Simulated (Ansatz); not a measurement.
# GeH5NSi, SMILES [NH]1[SiH2][GeH2]1: a single point in a Gaussian basis

Computed with Ansatz's Python interface.

Typed at the interpreter:
```pycon
>>> from pathlib import Path
>>> import json
>>> import warnings
>>> import ansatz as az
>>> from ase import Atoms
>>> import numpy as np
>>> warnings.simplefilter('ignore', az.DeckWarning)
>>> atoms = Atoms(['N', 'Si', 'Ge', 'H', 'H', 'H', 'H', 'H'], positions=[
...     [-0.5268, -0.2527, -0.904],
...     [-0.0194, 1.1953, 0.0137],
...     [0.5453, -1.0075, 0.3193],
...     [-1.4741, -0.4003, -0.5989],
...     [0.9462, 1.9975, -0.7713],
...     [-1.0686, 1.728, 0.9026],
...     [1.8922, -1.5019, -0.3701],
...     [-0.2027, -1.8154, 1.353],
... ])
>>> geometry = az.Crystal.molecule_from_ase(atoms)
>>> setup = geometry.calculation().basis(gaussian='6-31G*').functional('hf').forces().orbitals()
>>> done = setup.run(threads=1, backend='cpu', runs_dir='geh5nsi_runs')
>>> summary = done.report
>>> summary['positions_ang']
[[-0.5268, -0.2527, -0.904], [-0.0194, 1.1953, 0.0137], [0.5453, -1.0075, 0.3193], [-1.4741, -0.4003, -0.5989], [0.9462, 1.9975, -0.7713], [-1.0686, 1.728, 0.9026], [1.8922, -1.5019, -0.3701], [-0.2027, -1.8154, 1.353]]
>>> {key: value for key, value in summary.items() if isinstance(value, (int, float)) and 'ev' in key}
{'free_energy_ev': -65886.4446546961, 'reference_energy_ev': -65886.4446546961}
>>> summary['free_energy_ev']
-65886.4446546961
>>> print('reference energy %16.6f eV' % summary['reference_energy_ev'])
reference energy    -65886.444655 eV
>>> print('total energy     %16.6f eV' % summary['free_energy_ev'])
total energy        -65886.444655 eV
>>> print('occupied orbitals outside the frozen core (up, down):', summary['n_occupied'], ' frozen:', summary['n_frozen'], ' virtual:', summary['n_virtual'])
occupied orbitals outside the frozen core (up, down): [29, 29]  frozen: 0  virtual: [50, 50]
>>> field = summary['mean_field']
>>> print('<S^2> =', round(abs(field['state']['spin_squared']), 4), ' all-electron relativity setting:', field['relativity'])
<S^2> = 0.0  all-electron relativity setting: none
>>> print('passes:', field['passes'])
passes: {'evaluations': 11, 'products': 23}
>>> if 'symmetry' in field:
...     print('occupied orbitals by irrep:', field['symmetry']['occupied'])
...
occupied orbitals by irrep: [{'A': 29}, {'A': 29}]
>>> symbols = [site.symbol for site in geometry.cartesian_sites]
>>> print('forces (eV/A)')
forces (eV/A)
>>> for symbol, f in zip(symbols, summary['forces_ev_ang']):
...     print(f'  {symbol:2s} {f[0]:9.4f} {f[1]:9.4f} {f[2]:9.4f}')
...
  N    -2.3237    1.3995   -0.9398
  Si    1.1177   -0.9542   -0.0035
  Ge    2.9010   -0.2348    1.0175
  H    -0.3626   -0.4281   -0.8904
  H    -0.5882    0.4394    0.3376
  H     0.1462    0.4615   -0.3587
  H    -0.9476   -0.1444    0.6575
  H     0.0571   -0.5388    0.1798
>>> charges = summary['charge_distribution']
>>> print('dipole moment', round(4.803205 * float(np.linalg.norm(charges['dipole_moment_e_ang'])), 3), 'D')
dipole moment 1.826 D
>>> print('Mulliken:', [(s, round(q, 3)) for s, q in zip(symbols, charges['mulliken_charges_e'])])
Mulliken: [('N', -0.884), ('Si', 0.578), ('Ge', 0.182), ('H', 0.368), ('H', -0.107), ('H', -0.113), ('H', -0.022), ('H', -0.002)]
>>> lines = Path(summary['orbitals_path']).read_text().splitlines()
>>> field_of = lambda key: [line.split('=')[1].strip() for line in lines if line.startswith(key)]
>>> orbitals = [(27.211386 * float(e), s, float(n)) for e, s, n in zip(field_of('Ene='), field_of('Spin='), field_of('Occup='))]
>>> homo = max(e for e, _, n in orbitals if n > 0.5)
>>> lumo = min(e for e, _, n in orbitals if n < 0.5)
>>> print(f'HOMO {homo:.3f} eV, LUMO {lumo:.3f} eV, gap {lumo - homo:.3f} eV')
HOMO -8.056 eV, LUMO 2.631 eV, gap 10.687 eV
>>> with open('geh5nsi.json', 'w') as handle:
...     json.dump({k: summary[k] for k in ('free_energy_ev', 'reference_energy_ev', 'n_occupied', 'n_virtual')}, handle, indent=1)
...
```

File `geh5nsi.json` afterwards:
```json
{
 "free_energy_ev": -65886.4446546961,
 "reference_energy_ev": -65886.4446546961,
 "n_occupied": [
  29,
  29
 ],
 "n_virtual": [
  50,
  50
 ]
}
```

Caveats:
- Total energies depend on the basis set; only differences at equal settings carry meaning.
- The geometry is a force-field or estimated start, not a minimum of this method, and the basis set is short of its limit.
- Levels such as HOMO and LUMO are orbital energies: in Hartree-Fock the gap is too wide and the LUMO hangs on the basis.
- Wall time of the script: 3.3 s on 1 thread of Intel(R) Xeon(R) Platinum 8259CL CPU @ 2.50GHz (Skylake/Cascade Lake), on a shared host, peak memory 0.22 GiB.
